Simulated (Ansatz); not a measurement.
# TaSb4Au: the cost of one run

Program: Ansatz 0.2.0. Level of theory: DFT PBE, scalar-relativistic, plane waves, PAW. These are calculated values, not measurements.

## Step 1: The structure to begin with

The structure is tetragonal, space group P4/mmm (No. 123). Conventional cell: a = 4.313 Å, b = 4.313 Å, c = 7.479 Å, α = 90.00°, β = 90.00°, γ = 90.00°. Ta (site symmetry 4/mmm) is surrounded by 6 Sb at 2.10 to 2.16 Å. Sb (site symmetry 4mm) has 1 Ta at 2.10 Å as nearest neighbours. Sb (site symmetry mmm) has 2 Ta at 2.16 Å as nearest neighbours. Around Au (site symmetry 4/mmm) lie 8 Sb at 3.46 Å.

Structure file:

```xyz
6
Lattice="4.3129 0.0000 0.0000 0.0000 4.3129 0.0000 0.0000 0.0000 7.4795" Properties=species:S:1:pos:R:3 pbc="T T T"
Ta    0.0000    0.0000    0.0000
Sb    0.0000    0.0000    5.3747
Sb    0.0000    0.0000    2.1048
Sb    2.1564    0.0000    0.0000
Sb    0.0000    2.1564    0.0000
Au    2.1564    2.1564    3.7397
```

Recipe of the guess: species swapped into a database cell of AlTlF4 (P4/mmm, No. 123), with Ta on the Al sites, Au on the Tl sites and Sb on the F sites. The dimensions are guesses.

## Step 2: Probe: one point on a coarse mesh

Input file input.yaml:

```yaml
crystal:
  lattice:
    - [4.31286341, 0.0, 0.0]
    - [0.0, 4.31286341, 0.0]
    - [0.0, 0.0, 7.47947579]
  atoms:
    - { symbol: Ta, position: [0.0, 0.0, 0.0] }
    - { symbol: Sb, position: [0.0, 0.0, 0.71859187] }
    - { symbol: Sb, position: [0.0, 0.0, 0.28140813] }
    - { symbol: Sb, position: [0.5, 0.0, 0.0] }
    - { symbol: Sb, position: [0.0, 0.5, 0.0] }
    - { symbol: Au, position: [0.5, 0.5, 0.5] }
basis:
  ecutwfc: 420
kpoints:
  mp_grid: { grid: [4, 4, 4] }
hamiltonian:
  xc: pbe
scf:
  occupations: { method: gaussian, width: 0.1 }
  lower_state_search: "off"
output:
  forces: true
  stress: true
  eigenvalues: true
```

Launch:

```sh
$ ansatz run input.yaml --threads 1 --pin off --max-ram 2560MiB --backend cpu --events-out ev --progress --plain --runs-dir out
```

**Question.** How long does this run take on 1 thread of Arm Neoverse V2, shared host, and how much memory does it need?

About 8.2 s, with a peak of 0.44 GiB.
